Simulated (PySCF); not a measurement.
# C₃₀H₁₂F₁₀O: electronic excitations

Aim: compute the electronic excitations of C₃₀H₁₂F₁₀O (`Fc1c(F)c(F)c(-c2cccc(Oc3ccc(-c4cccc(-c5c(F)c(F)c(F)c(F)c5F)c4)cc3)c2)c(F)c1F`).

Computed with PySCF 2.14.0 and routines of our own; the level stands in each step. Atoms count from 0.

### 1 The starting structure

53 atoms, charge 0, multiplicity 1; geometry from: GFN2-xTB.

### 2 Electronic excitations: TDA LC-wPBE/6-31G*

What the job is given:

```
{"job": {"kind": "uv", "basis": "6-31G*", "grid": 1, "kgrid": 0, "vcut": 1.5, "nstates": 5, "ntriplets": 2, "tda": true, "delta": ["ip_vertical"], "pop": false, "xc": "LC-wPBE"}, "charge": 0, "multiplicity": 1}
F     -7.288904     1.825129     3.462365
C     -6.769840     1.268416     2.368701
C     -5.526331     0.646694     2.419974
F     -4.848484     0.600491     3.569237
C     -4.992781     0.073780     1.271527
F     -3.806363    -0.538698     1.367530
C     -5.664061     0.101079     0.047688
C     -5.065934    -0.475860    -1.170024
C     -5.815404    -1.269468    -2.035255
C     -5.231065    -1.773416    -3.183917
C     -3.906607    -1.509653    -3.477124
C     -3.148177    -0.731651    -2.606428
O     -1.859480    -0.453388    -2.957601
C     -0.899476    -0.352860    -1.979371
C     -0.906540    -1.153220    -0.841424
C      0.125003    -1.061006     0.070015
C      1.186236    -0.179845    -0.129053
C      2.277342    -0.098480     0.852140
C      2.015563    -0.199969     2.217842
C      3.045474    -0.140638     3.137752
C      4.352756     0.025705     2.719503
C      4.630331     0.142354     1.359698
C      6.015438     0.341283     0.896327
C      7.071757    -0.433949     1.376649
F      6.833534    -1.405943     2.263785
C      8.378931    -0.250677     0.939215
F      9.361020    -1.019673     1.415159
C      8.663110     0.735805     0.000076
F      9.913199     0.920644    -0.424675
C      7.629832     1.525775    -0.493791
F      7.888897     2.478678    -1.392458
C      6.329939     1.321804    -0.045818
F      5.365318     2.114719    -0.526919
C      3.592878     0.076241     0.435824
C      1.185307     0.609793    -1.278305
C      0.155917     0.527365    -2.194947
C     -3.732616    -0.206857    -1.459991
C     -6.913499     0.723054     0.027896
F     -7.601282     0.799614    -1.115500
C     -7.465537     1.303974     1.164322
F     -8.657106     1.901105     1.100582
H     -6.843503    -1.500138    -1.806293
H     -5.813440    -2.385222    -3.855515
H     -3.441596    -1.897272    -4.369598
H     -1.713435    -1.852442    -0.677937
H      0.119100    -1.708117     0.933912
H      0.997004    -0.309661     2.557876
H      2.828626    -0.221810     4.191693
H      5.150149     0.081285     3.443955
H      3.813549     0.122401    -0.619539
H      1.987074     1.313551    -1.445543
H      0.154644     1.137505    -3.085011
H     -3.147958     0.428793    -0.812047
```

With the program's defaults for keys left out, this is: TDA LC-wPBE/6-31G*, vertical, gas phase, core orbitals frozen in the response, virtual orbitals cut by energy.

Command:

```console
$ OMP_NUM_THREADS=4 python large_run.py task.json out
```

This one command runs all jobs of the session in turn.

Log:

```text
start: PBE on a coarse grid of 48975 points
cycle   1  E = -2221.3214004102  dE =  7.497e+00  |g| = 1.542e+00  |ddm| = 8.803e+00
cycle   2  E = -2220.0230942175  dE =  1.298e+00  |g| = 3.091e+00  |ddm| = 4.912e+00
cycle   3  E = -2221.7286408323  dE = -1.706e+00  |g| = 4.822e-01  |ddm| = 3.583e+00
cycle   4  E = -2221.7791942416  dE = -5.055e-02  |g| = 1.548e-01  |ddm| = 6.531e-01
cycle   5  E = -2221.7826418455  dE = -3.448e-03  |g| = 9.311e-02  |ddm| = 2.541e-01
cycle   6  E = -2221.7846229272  dE = -1.981e-03  |g| = 3.717e-02  |ddm| = 1.394e-01
cycle   7  E = -2221.7850060139  dE = -3.831e-04  |g| = 8.636e-03  |ddm| = 4.792e-02
final grid: 221664 points
cycle   8  E = -2222.4647777625  dE = -3.462e-02  |g| = 1.287e-01  |ddm| = 1.051e+00
cycle   9  E = -2222.4660999989  dE = -1.322e-03  |g| = 1.272e-01  |ddm| = 2.474e-01
cycle  10  E = -2222.4688928799  dE = -2.793e-03  |g| = 1.889e-02  |ddm| = 1.159e-01
cycle  11  E = -2222.4690086209  dE = -1.157e-04  |g| = 3.928e-03  |ddm| = 3.639e-02
cycle  12  E = -2222.4690176650  dE = -9.044e-06  |g| = 1.378e-03  |ddm| = 7.183e-03
cycle  13  E = -2222.4690149799  dE =  2.685e-06  |g| = 6.231e-04  |ddm| = 2.548e-03
cycle  14  E = -2222.4690154774  dE = -4.974e-07  |g| = 1.633e-04  |ddm| = 1.405e-03
cycle  15  E = -2222.4690154778  dE = -4.356e-10  |g| = 6.665e-05  |ddm| = 3.845e-04
converged SCF energy = -2222.4690154778
Vertical ionisation energy (delta-SCF) = 7.9789 eV   <S^2> = 0.802

Static polarisability (au): isotropic 306.163, principal 173.813 301.639 443.037

Singlet excitations
state   eV       nm        f      main configurations
  1   5.2987    234.0   0.03672   H->L 0.22, H->L+5 0.18, H-3->L 0.10
  2   5.3872    230.1   0.00757   H->L+1 0.21, H-1->L+2 0.10, H-7->L+1 0.09
  3   5.4568    227.2   0.00413   H-5->L 0.47, H-2->L+3 0.11, H-1->L+3 0.10
  4   5.4599    227.1   0.68182   H->L+2 0.33
  5   5.4709    226.6   0.03217   H-4->L+1 0.39, H-2->L+4 0.13, H-1->L+4 0.11

Triplet excitations (Tamm-Dancoff, eV): 3.5204 3.6530
```

Run time: 2.6 min. Hardware: 4 threads of Arm Neoverse V1, shared host; peak memory 3.1 GiB.

Frontier orbitals and where they lie:

| orbital | eV | atoms |
| --- | --- | --- |
| HOMO−4 | -9.76 | C25 18 %, C29 18 %, C23 17 % |
| HOMO−3 | -9.75 | C36 20 %, C9 11 %, C33 8 % |
| HOMO−2 | -9.46 | C33 10 %, C22 7 %, C21 6 % |
| HOMO−1 | -9.31 | C8 10 %, C10 10 %, C18 8 % |
| HOMO | -8.53 | C16 14 %, O12 14 %, C13 11 % |
| LUMO | 0.77 | C1 14 %, C6 14 %, C10 11 % |
| LUMO+1 | 0.85 | C18 13 %, C27 12 %, C22 12 % |
| LUMO+2 | 1.26 | C33 15 %, C13 12 %, C16 10 % |
| LUMO+3 | 1.76 | C37 22 %, C2 21 %, C4 21 % |

With each of the 5 states as a Gaussian band of 0.4 eV half-width at 1/e, the curve within the window shown has maxima at 228 nm (ε 31,000) L/(mol cm). Beyond the last state computed it falls off for lack of states. The curve at chosen wavelengths:

| nm | ε (L/mol/cm) |
| --- | --- |
| 215 | 16406 |
| 217 | 19875 |
| 219 | 23188 |
| 221 | 26104 |
| 223 | 28409 |
| 225 | 29943 |
| 227 | 30615 |
| 229 | 30414 |
| 231 | 29402 |
| 233 | 27699 |
| 235 | 25464 |
| 237 | 22873 |
| 239 | 20100 |
| 240 | 18694 |
| 242 | 15931 |
| 244 | 13318 |
| 246 | 10934 |
| 248 | 8825 |
| 250 | 7008 |
| 252 | 5481 |
| 254 | 4225 |
| 256 | 3213 |
| 258 | 2411 |
| 260 | 1788 |
| 262 | 1311 |
| 264 | 951 |

Leading natural transition orbitals of singlet state 4: the hole lies on C16 16 %; O12 13 %; C13, C35 about 12 % each; the particle on C13, C34 about 14 % each; C14, C16 about 11 % each; C17 6 %.

Leading natural transition orbitals of singlet state 1: the hole lies on C8 18 %; O12 16 %; C11 14 %; the particle on C7, C10, C36 about 14 % each; C9 11 %.

Ground-state properties from the same run:

| property | computed |
| --- | --- |
| dipole moment (D) | 1.85 |
| polarisability (Å³) | 45.37 |
| HOMO–LUMO gap (eV) | 9.30 |
| −ε(HOMO) (eV) | 8.53 |

The fields below are evaluated on a grid from the run's orbitals.

Frontier orbitals at LC-wPBE/6-31G*, with the share of their density that lies nearest to each atom:

| orbital | energy (eV) | lies on |
| --- | --- | --- |
| HOMO | -8.53 | O12 13 %; C13, C16 about 12 % each; 4 C atoms about 5 % each |
| LUMO | 0.77 | C1, C6 about 13 % each; C7, C10 about 9 % each; C4, C37 about 7 % each |

ELF in a plane through or near 16 of the atoms.

Ten even steps from ' ' (0.00) to '@' (1.00):
```
                                                        
                                                        
                                                        
                  ..%%::            ----                
              --  --@@##          ..##==                
              @@@@--%%::++**        ..::++..            
              %%@@%%==**@@@@      ++::**--              
            ..  **++==**%%--    ..%%##**--              
      ==..++==..**==..%%....--    %%##++**::..          
    ::##==%%::++++%%##====****--      --++..            
      ====##****..++++--++**%%**..::++++::              
        ====  ::  ==--  **--++--..++**####@@##          
        ..        --..  ..  ####  ##::--==@@%%          
                            ++::==++**++%%..            
                              ::====**%%++::            
                                  **@@::++++            
                                  @@@@                  
                                  ::==                  
                                                        
                                                        
```
The map spans 24.9 Å across and 14.0 Å up, centred on the molecule. Atoms in the plane (x, y in Å): F5 (3.7, 1.6), C8 (6.0, -1.7), C9 (5.6, -2.9), C10 (4.3, -3.3), C14 (1.0, -1.0), C15 (-0.1, -0.2), C18 (-2.2, 1.9), C19 (-3.3, 2.7), C20 (-4.6, 2.2), C23 (-7.1, 0.5), C25 (-8.4, 0.0), H41 (7.0, -1.4), H43 (3.9, -4.3), H46 (-1.2, 2.3), H47 (-3.2, 3.7), H48 (-5.4, 2.8).

log10 of the density (e/Å³) in the same plane.

Ten even steps from ' ' (-4.0) to '@' (1.3):
```
                                                        
                                                        
                  ....              ::::                
                ..--==--          --++++::..            
            ..----++**++::..      ==****==--..          
            ::++****%%**++==..    --++**++==::          
        ..::--**##%%@@####++::  --******++----..        
      ----++++++######@@##++--..==%%%%##++==--..        
    --++****##**##****##**++++--==####****==--..        
    ==####%%%%##**######**##**++--++++****==--..        
    ==**####****++******##%%####++++**##**++--..        
    --==**++======++++==****##%%++****######++::        
    ::--====::::::------====####++******@@##++::        
      ..::::      ....::--==++****########++--..        
                        ..--==++****@@####++::          
                            ..--==**##**++==..          
                                ::++**==--::            
                                ..----::..              
                                    ..                  
                                                        
```
The map spans 24.9 Å across and 14.0 Å up, centred on the molecule. Atoms in the plane (x, y in Å): F5 (3.7, 1.6), C8 (6.0, -1.7), C9 (5.6, -2.9), C10 (4.3, -3.3), C14 (1.0, -1.0), C15 (-0.1, -0.2), C18 (-2.2, 1.9), C19 (-3.3, 2.7), C20 (-4.6, 2.2), C23 (-7.1, 0.5), C25 (-8.4, 0.0), H41 (7.0, -1.4), H43 (3.9, -4.3), H46 (-1.2, 2.3), H47 (-3.2, 3.7), H48 (-5.4, 2.8).

On the surface of density 0.002 e/bohr³ the electrostatic potential runs, from the 1st to the 99th percentile, from -0.52 V near O12 to 1.04 V near H42.

### 3 Electronic excitations: TDDFT PBE/6-31G*

The job, as its differences from that of step 2:

```diff
@@ -1,2 +1,2 @@
-{"job": {"kind": "uv", "basis": "6-31G*", "grid": 1, "kgrid": 0, "vcut": 1.5, "nstates": 5, "ntriplets": 2, "tda": true, "delta": ["ip_vertical"], "pop": false, "xc": "LC-wPBE"}, "charge": 0, "multiplicity": 1}
+{"job": {"kind": "uv", "basis": "6-31G*", "grid": 1, "kgrid": 0, "vcut": null, "nstates": 5, "ntriplets": 2, "tda": false, "delta": ["ip_vertical"], "pop": false, "xc": "PBE"}, "charge": 0, "multiplicity": 1}
 F     -7.288904     1.825129     3.462365
```

Method: TDDFT PBE/6-31G*, vertical, gas phase, core orbitals frozen in the response.

Log:

```text
start: PBE on a coarse grid of 48975 points
cycle   1  E = -2221.3214004107  dE =  7.497e+00  |g| = 1.542e+00  |ddm| = 8.803e+00
cycle   2  E = -2220.0230941792  dE =  1.298e+00  |g| = 3.091e+00  |ddm| = 4.912e+00
cycle   3  E = -2221.7286408331  dE = -1.706e+00  |g| = 4.822e-01  |ddm| = 3.583e+00
cycle   4  E = -2221.7791935722  dE = -5.055e-02  |g| = 1.548e-01  |ddm| = 6.531e-01
cycle   5  E = -2221.7826435216  dE = -3.450e-03  |g| = 9.311e-02  |ddm| = 2.541e-01
cycle   6  E = -2221.7846238697  dE = -1.980e-03  |g| = 3.717e-02  |ddm| = 1.394e-01
cycle   7  E = -2221.7850070451  dE = -3.832e-04  |g| = 8.636e-03  |ddm| = 4.792e-02
final grid: 221664 points
cycle   8  E = -2221.5062801510  dE = -2.651e-05  |g| = 4.070e-02  |ddm| = 1.237e-01
cycle   9  E = -2221.5043664868  dE =  1.914e-03  |g| = 9.947e-02  |ddm| = 1.456e-01
cycle  10  E = -2221.5065940590  dE = -2.228e-03  |g| = 1.422e-02  |ddm| = 1.150e-01
cycle  11  E = -2221.5066488746  dE = -5.482e-05  |g| = 4.151e-03  |ddm| = 2.043e-02
cycle  12  E = -2221.5066528977  dE = -4.023e-06  |g| = 9.129e-04  |ddm| = 5.445e-03
cycle  13  E = -2221.5066551452  dE = -2.247e-06  |g| = 3.123e-04  |ddm| = 1.511e-03
cycle  14  E = -2221.5066543099  dE =  8.353e-07  |g| = 1.255e-04  |ddm| = 4.873e-04
cycle  15  E = -2221.5066527983  dE =  1.512e-06  |g| = 4.112e-05  |ddm| = 1.801e-04
converged SCF energy = -2221.5066527983

Static polarisability (au): isotropic 349.439, principal 189.407 333.568 525.341

Singlet excitations
state   eV       nm        f      main configurations
  1   3.4002    364.6   0.01998   H->L 0.94
  2   3.4813    356.1   0.01217   H->L+1 0.88
  3   3.9339    315.2   0.19189   H->L+2 0.41, H-1->L 0.31, H-2->L 0.11
  4   3.9464    314.2   0.21627   H-1->L 0.39, H->L+2 0.36, H-2->L 0.14
  5   4.0226    308.2   0.00009   H-3->L 0.96

Triplet excitations (Tamm-Dancoff, eV): 3.2093 3.2561
```

Run time: 50 s. Hardware: 4 threads of Arm Neoverse V1, shared host; peak memory 2.3 GiB.

Warnings kept with the result: ip_vertical: open-shell SCF did not converge.

### 4 Outcome

| quantity | value |
| --- | --- |
| lowest singlet (LC-wPBE/6-31G*) | 5.30 eV (234 nm), f = 0.037 |
| brightest single state of those computed | state 4, 5.46 eV, f = 0.682 |
| lowest triplet | 3.52 eV |
| surface potential, 1st and 99th percentile | -0.52 V and 1.04 V |

In words: The lowest singlet, at 5.30 eV, is HOMO→LUMO 0.22, HOMO→LUMO+5 0.18 and is weak; of the 5 states computed, the strongest absorption comes from state 4 at 5.46 eV. The lowest triplet lies 1.78 eV below the lowest singlet.
